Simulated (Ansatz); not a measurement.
Working through harmonic frequencies at the relaxed geometry of AlBFH3O2S, SMILES O[B](S)[Al]([OH])[F]

Program: the Python package of Ansatz (0.2.0).

Interactive session:
```pycon
>>> import itertools
>>> import ansatz as az
>>> from ase import Atoms
>>> from ase.data import atomic_numbers, covalent_radii
>>> from ase.thermochemistry import IdealGasThermo
>>> import numpy as np
>>> BASIS_SET = "def2-SVP"
>>> FUNCTIONAL = "b3lyp"
>>> geometry_ang = [
...     ("O", (-1.9474, -0.0428, 1.0177)),
...     ("B", (-0.9106, -0.3367, 0.0927)),
...     ("S", (-0.7676, -2.0872, -0.576)),
...     ("Al", (0.5205, 1.1259, -0.4857)),
...     ("O", (1.8166, 0.6785, -1.6436)),
...     ("F", (0.2905, 2.8108, 0.1462)),
...     ("H", (-1.5994, -0.1644, 1.9131)),
...     ("H", (0.1298, -2.4449, 0.5075)),
...     ("H", (2.556, 0.4145, -0.989)),
... ]
>>> albfh3o2s = az.Crystal.molecule()
>>> for symbol, xyz in geometry_ang:
...     albfh3o2s = albfh3o2s.atom(symbol, xyz)
...
>>> setup = (
...     albfh3o2s.calculation()
...     .basis(gaussian=BASIS_SET)
...     .functional(FUNCTIONAL)
... )
>>> symbols = [site.symbol for site in albfh3o2s.cartesian_sites]
>>> start = np.array([site.position_ang for site in albfh3o2s.cartesian_sites], dtype=float)
>>> data = setup.relax(force_tolerance=0.003).run().report

>>> end = np.array(data["positions_ang"])
>>> # pairs closer than 1.2 times the sum of covalent radii, before or after
>>> radius = [covalent_radii[atomic_numbers[s]] for s in symbols]
>>> span = lambda where, i, j: np.linalg.norm(where[i] - where[j])
>>> bonded = [(i, j) for i, j in itertools.combinations(range(len(symbols)), 2) if min(span(start, i, j), span(end, i, j)) < 1.2 * (radius[i] + radius[j])]
>>> print("pair        before    after (A)")
pair        before    after (A)
>>> for i, j in bonded:
...     print(f"{symbols[i]}{i}-{symbols[j]}{j}".ljust(10), f"{span(start, i, j):8.4f} {span(end, i, j):8.4f}")
...
O0-B1        1.4202   1.3595
O0-H6        0.9683   0.9643
B1-S2        1.8793   1.8236
B1-Al3       2.1265   2.1201
S2-H7        1.4516   1.3525
Al3-O4       1.7947   1.7012
Al3-F5       1.8141   1.6757
O4-H8        1.0222   0.9615
>>> # frequencies need a stationary point, so they are taken at the relaxed geometry
>>> minimum = az.Crystal.molecule()
>>> for symbol, place in zip(symbols, end):
...     minimum = minimum.atom(symbol, place.tolist())
...
>>> vibrating = (
...     minimum.calculation()
...     .basis(gaussian=BASIS_SET)
...     .functional(FUNCTIONAL)
...     .phonons(temperatures=(298.15, 498.15, 100))
... )
>>> vib = vibrating.run().report["vibrations"]
>>> sums = vib["harmonic_sums"]
>>> modes = [m["omega_inv_cm"] for m in sums["modes_at_gamma"] if m["rigid_motion"] == "no"]
>>> for number, w in enumerate(modes, start=1):
...     print(f"mode {number:2d} {w:9.1f} 1/cm {w / 8065.544 * 1000:8.2f} meV")
...
mode  1      46.4 1/cm     5.76 meV
mode  2      60.0 1/cm     7.44 meV
mode  3     184.4 1/cm    22.86 meV
mode  4     186.1 1/cm    23.08 meV
mode  5     240.2 1/cm    29.78 meV
mode  6     315.3 1/cm    39.09 meV
mode  7     353.1 1/cm    43.78 meV
mode  8     381.4 1/cm    47.29 meV
mode  9     442.6 1/cm    54.88 meV
mode 10     470.9 1/cm    58.39 meV
mode 11     547.5 1/cm    67.88 meV
mode 12     554.5 1/cm    68.75 meV
mode 13     762.5 1/cm    94.53 meV
mode 14     826.9 1/cm   102.52 meV
mode 15     883.2 1/cm   109.51 meV
mode 16     919.7 1/cm   114.03 meV
mode 17    1105.8 1/cm   137.10 meV
mode 18    1327.9 1/cm   164.63 meV
mode 19    2674.0 1/cm   331.54 meV
mode 20    3861.9 1/cm   478.81 meV
mode 21    3920.8 1/cm   486.12 meV
>>> print("imaginary modes:", sum(w < 0 for w in modes), " zero-point energy:", round(sums["zero_point_energy_ev"], 4), "eV")
imaginary modes: 0  zero-point energy: 1.2439 eV
>>> # rigid rotor and ideal gas, symmetry number taken as one
>>> gas = IdealGasThermo(vib_energies=[w / 8065.544 for w in modes if w > 0], geometry="linear" if len(modes) == 3 * len(symbols) - 5 else "nonlinear",
...                      atoms=Atoms(symbols, positions=end), symmetrynumber=1, spin=0.0)
>>> print(f"H(298 K) - E = {gas.get_enthalpy(298.15, verbose=False):.4f} eV")
H(298 K) - E = 1.4993 eV
>>> print(f"S(298 K, 1 bar) = {96485.33 * gas.get_entropy(298.15, 1e5, verbose=False):.1f} J/(mol K) with symmetry number 1")
S(298 K, 1 bar) = 384.3 J/(mol K) with symmetry number 1
```

Reading the output:
- These settings explore the input space; basis and method may be short of convergence.
- The frequencies are harmonic and unscaled, in a modest basis. The result belongs to the one conformer reached from this start, and soft torsions count as harmonic oscillators.
- b3lyp holds the VWN-RPA fit, as in Gaussian; the form of ORCA and Turbomole is b3lyp5.
- The entropy takes a symmetry number of 1; a symmetric molecule's is lower by R ln(sigma).
- Finished in 5.3 min on 1 thread of Arm Neoverse V1, with other jobs on the host, peak memory 0.36 GiB.

(Lines on the test bed's own set-up are left out of the output.)
